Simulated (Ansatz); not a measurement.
# C2H7AlClInSi: a ladder of functionals and wavefunction methods

An exercise on one series of results from a longer session: the logs are not shown, and one member is left open.

Computed with Ansatz 0.2.0, Gaussian basis. Level: functionals in def2-TZVPP, the program's frozen cores in correlated methods.

The runs, in order: LDA (SPW92), PBE-D4, revPBE-D4, BLYP-D4, r2SCAN-D4, B97M-V, PBE0-D4, B3LYP-D4, r2SCANh-D4, r2SCAN0-D4, HSE06-D4, BHLYP-D4, CAM-B3LYP-D4, LC-ωPBE, ωB97X-V, ωB97M-V, B2PLYP, PBE-QIDH; CCSD(T)/def2-SVP; CCSD(T)/def2-TZVPP; MP2/def2-QZVPP; extrapolation to the limit; RPA on PBE.

1 further run of the same task is left out (it didn't finish).

## Structure used throughout

All runs share one geometry, relaxed beforehand with PBE0-D4 in a triple-zeta def2 set. In takes the def2 core potential; no spin-orbit term is included.

SMILES `[SiH3][AlH]/[C]([InH2])=C/Cl`, 13 atoms, charge 0, spin multiplicity 1.

Atoms are counted from 1 here; the program's logs count them from 0.

Bond lengths: Si1–Al2 2.458 Å, Si1–H7 1.511 Å, Si1–H8 1.490 Å, Si1–H9 1.490 Å, Al2–C3 1.924 Å, Al2–H10 1.588 Å, C3–In4 2.169 Å, C3–C5 1.321 Å, In4–H11 1.721 Å, In4–H12 1.721 Å, C5–Cl6 1.768 Å, C5–H13 1.087 Å. Angles: Al2–Si1–H7 104.8°, Al2–Si1–H8 116.0°, Al2–Si1–H9 116.1°, H7–Si1–H8 105.5°, H7–Si1–H9 105.5°, H8–Si1–H9 107.9°, Si1–Al2–C3 106.9°, Si1–Al2–H10 127.3°, C3–Al2–H10 125.8°, Al2–C3–In4 118.7°, Al2–C3–C5 124.0°, In4–C3–C5 117.3°, C3–In4–H11 117.8°, C3–In4–H12 117.8°, H11–In4–H12 124.4°, C3–C5–Cl6 122.5°, C3–C5–H13 128.6°, Cl6–C5–H13 108.9°.

The first run:

in.yaml

```yaml
crystal:
  periodic: [false, false, false]
  atoms:
    - {symbol: Si, position_ang: [-2.332248, -0.728564, -0.145015]}
    - {symbol: Al, position_ang: [-0.966387, 1.313717, -0.070477]}
    - {symbol: C, position_ang: [0.869618, 0.753083, 0.051308]}
    - {symbol: In, position_ang: [1.310377, -1.370790, 0.090617]}
    - {symbol: C, position_ang: [1.893668, 1.585385, 0.113609]}
    - {symbol: Cl, position_ang: [3.567208, 1.026020, 0.225055]}
    - {symbol: H, position_ang: [-1.335550, -1.862359, -0.078414]}
    - {symbol: H, position_ang: [-3.252764, -0.939767, 1.007133]}
    - {symbol: H, position_ang: [-3.106735, -0.952289, -1.397759]}
    - {symbol: H, position_ang: [-1.479032, 2.816087, -0.113809]}
    - {symbol: H, position_ang: [1.374416, -2.148742, 1.624125]}
    - {symbol: H, position_ang: [1.571855, -2.164120, -1.413786]}
    - {symbol: H, position_ang: [1.885553, 2.672349, 0.107423]}
basis:
  gaussian: {orbitals: def2-TZVPP}
hamiltonian: {xc: lda}
output: {orbitals: {seedname: orbitals}}
```

Run with:

```sh
$ ansatz run in.yaml --threads 2 --pin off --events-out ev --progress --plain --max-ram 22528MiB --backend cuda --devices 0, --max-vram 18GiB
```

Steps of the session up to this table: LDA; PBE-D4 (GGA); revPBE-D4 (GGA); BLYP-D4 (GGA); r2SCAN-D4 (meta-GGA); B97M-V (meta-GGA); B3LYP-D4 (hybrid); r2SCANh-D4 (hybrid); r2SCAN0-D4 (hybrid); HSE06-D4 (hybrid); BHLYP-D4 (hybrid); CAM-B3LYP-D4 (range-separated); LC-ωPBE (range-separated); ωB97X-V (range-separated); ωB97M-V (range-separated); B2PLYP (double hybrid); PBE-QIDH (double hybrid).

One of the session's tables, all rows but one given; the rest of the session is left out.

It belongs to the step «Orbital energies across the functionals». 

| functional | HOMO (eV) | LUMO (eV) | gap (eV) |
| --- | --- | --- | --- |
| LDA (SPW92) | -6.30 | -3.32 | 2.97 |
| PBE-D4 | -6.14 | -3.11 | 3.03 |
| revPBE-D4 | -6.08 | -3.02 | 3.07 |
| BLYP-D4 | -6.00 | -2.95 | 3.04 |
| r2SCAN-D4 | -6.35 | -2.96 | 3.40 |
| B97M-V | -6.42 | -3.09 | 3.33 |
| PBE0-D4 | -7.23 | -2.38 | 4.85 |
| B3LYP-D4 | -7.03 | -2.54 | 4.49 |
| r2SCANh-D4 | ? | ? | ? |
| r2SCAN0-D4 | -7.38 | -2.30 | 5.08 |
| HSE06-D4 | -6.84 | -2.75 | 4.10 |
| BHLYP-D4 | -8.22 | -1.54 | 6.68 |
| CAM-B3LYP-D4 | -8.47 | -1.39 | 7.08 |
| LC-ωPBE | -9.76 | -0.38 | 9.38 |
| ωB97X-V | -9.43 | -0.48 | 8.95 |
| ωB97M-V | -9.30 | -0.70 | 8.60 |

Estimate the missing values for r2SCANh-D4.

Worked estimate for «HOMO (eV)». Against the share of exact exchange, r2SCAN-D4 (0, -6.35), r2SCAN0-D4 (0.25, -7.38) give a slope of -4.12 per unit share; at 0.1 the line stands at -6.76.

**Answer.** HOMO (eV): -6.76; LUMO (eV): -2.69; gap (eV): 4.07. In «HOMO (eV)» the line misses by 0.00.
